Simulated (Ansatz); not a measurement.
# CH7SSbSi: small, medium and large basis sets

An exercise on one series of results from a longer session: the logs are not shown, and one member is left open.

The runs use Ansatz 0.2.0, Gaussian basis; one geometry, several basis sets.

Plan: PBE0-D4/def2-SVP; ωB97M-V/def2-SVP; PBE0-D4/def2-QZVPP; ωB97M-V/def2-QZVPP; the functionals' def2-TZVPP values are taken from earlier runs.

**The relaxed structure**

All runs share one geometry, relaxed beforehand with PBE0-D4 in a triple-zeta def2 set. Sb takes the def2 core potential; no spin-orbit term is included.

SMILES `C[SiH2][SbH][SH]`, 11 atoms, charge 0, spin multiplicity 1.

Atoms are counted from 1 here; the program's logs count them from 0.

Bond lengths: C1–Si2 1.871 Å, C1–H5 1.092 Å, C1–H6 1.092 Å, C1–H7 1.092 Å, Si2–Sb3 2.578 Å, Si2–H8 1.490 Å, Si2–H9 1.491 Å, Sb3–S4 2.439 Å, Sb3–H10 1.713 Å, S4–H11 1.344 Å. Angles: Si2–C1–H5 110.8°, Si2–C1–H6 110.9°, Si2–C1–H7 110.0°, H5–C1–H6 108.3°, H5–C1–H7 108.5°, H6–C1–H7 108.3°, C1–Si2–Sb3 109.0°, C1–Si2–H8 110.7°, C1–Si2–H9 111.2°, Sb3–Si2–H8 108.2°, Sb3–Si2–H9 109.4°, H8–Si2–H9 108.3°, Si2–Sb3–S4 92.2°, Si2–Sb3–H10 92.1°, S4–Sb3–H10 96.4°, Sb3–S4–H11 96.7°.

The first run:

File in.yaml:

```yaml
crystal:
  periodic: [false, false, false]
  atoms:
    - {symbol: C, position_ang: [-1.040174, 1.328613, -0.393602]}
    - {symbol: Si, position_ang: [-0.214586, 0.211605, 0.859745]}
    - {symbol: Sb, position_ang: [2.155546, -0.371243, 0.030830]}
    - {symbol: S, position_ang: [1.283782, -1.731226, -1.795904]}
    - {symbol: H, position_ang: [-2.073391, 1.537002, -0.106385]}
    - {symbol: H, position_ang: [-0.509502, 2.279470, -0.477103]}
    - {symbol: H, position_ang: [-1.043905, 0.850847, -1.375823]}
    - {symbol: H, position_ang: [-0.977725, -1.058762, 1.016419]}
    - {symbol: H, position_ang: [-0.124995, 0.870508, 2.193844]}
    - {symbol: H, position_ang: [2.305938, -1.647386, 1.162942]}
    - {symbol: H, position_ang: [0.304412, -2.326429, -1.094363]}
basis:
  gaussian: {orbitals: def2-SVP}
hamiltonian: {xc: pbe0, dispersion: d4}
output: {orbitals: {seedname: orbitals}}
```

Steps of the session up to this table: PBE0-D4 in def2-SVP; ωB97M-V in def2-SVP; PBE0-D4 in def2-QZVPP; ωB97M-V in def2-QZVPP.

One table of the session follows, with a row left open; its other results are not shown here.

It belongs to the step «Density functionals: the series». 

```
functional       basis  HOMO (eV)
   PBE0-D4    def2-SVP          ?
   PBE0-D4  def2-TZVPP      -6.94
   PBE0-D4  def2-QZVPP      -6.95
   ωB97M-V    def2-SVP      -8.85
   ωB97M-V  def2-TZVPP      -8.94
   ωB97M-V  def2-QZVPP      -8.96
```

**Question.** Estimate the row for PBE0-D4, def2-SVP.

As computed: HOMO (eV): -6.86. In the column «HOMO (eV)» it is the highest.
